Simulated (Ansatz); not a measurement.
# SbClF radical: functionals against CCSD(T) at one geometry

One table from this session's results is given with a row withheld; the runs are named, their logs left out.

Computed with Ansatz 0.2.0, Gaussian basis. Level: single points in def2-TZVPP.

Cores are frozen in the correlated methods. Filled d shells of the heavier atoms are correlated. Core potentials replace the inner electrons past krypton, and spin-orbit coupling is left out. Orbitals are unrestricted.

### The system as given

SMILES `[F][Sb][Cl]`, 3 atoms, charge 0, spin multiplicity 2.

Atoms are counted from 1 here; the program's logs count them from 0.

Bond lengths: F1–Sb2 2.090 Å, Sb2–Cl3 2.503 Å. Angles: F1–Sb2–Cl3 91.9°.

As a file:

```xyz
3

F    -0.7876    1.3960   -0.2412
Sb   -0.5670   -0.6796   -0.3552
Cl    1.7434   -0.5702    0.6025
```

Set-up of the first run:

run/in.yaml

```yaml
crystal:
  periodic: [false, false, false]
  atoms:
    - {symbol: F, position_ang: [-0.787600, 1.396000, -0.241200]}
    - {symbol: Sb, position_ang: [-0.567000, -0.679600, -0.355200]}
    - {symbol: Cl, position_ang: [1.743400, -0.570200, 0.602500]}
basis:
  gaussian: {orbitals: def2-TZVPP}
magnetization: {spin_polarized: true, initial_magnetization: 1}
correlation: {method: ccsd_t}
scf: {omitted_lower_state_checks: [cluster_reference]}
output: {forces: true}
```

The run is started by

```bash
$ ansatz run in.yaml --threads 8 --pin off --events-out ev --progress --plain --max-ram 10444MiB
```

Steps of the session up to this table: CCSD(T)/def2-TZVPP; PBE0-D4/def2-TZVPP; wB97M-V/def2-TZVPP; r2SCAN-D4/def2-TZVPP; PBE-D4/def2-TZVPP; wB97X-V/def2-TZVPP; BLYP-D4/def2-TZVPP.

One table of the session follows, with a row left open; its other results are not shown here.

```
   method  RMS force component (eV/Å)  angle to CCSD(T) forces (°)  dipole (D)
  CCSD(T)                       1.662                    reference        4.20
  PBE0-D4                       1.639                          0.9        4.25
  wB97M-V                       1.682                          1.2        4.40
r2SCAN-D4                       1.560                          0.4        4.06
   PBE-D4                       1.319                          2.1        3.88
  wB97X-V                       1.734                          1.7        4.43
  BLYP-D4                           ?                            ?           ?
```

Q: Estimate the row for BLYP-D4 from the others.

**Answer.** RMS force component (eV/Å): 1.138; angle to CCSD(T) forces (°): 2.3; dipole (D): 3.93. In the column «RMS force component (eV/Å)» it is the lowest.
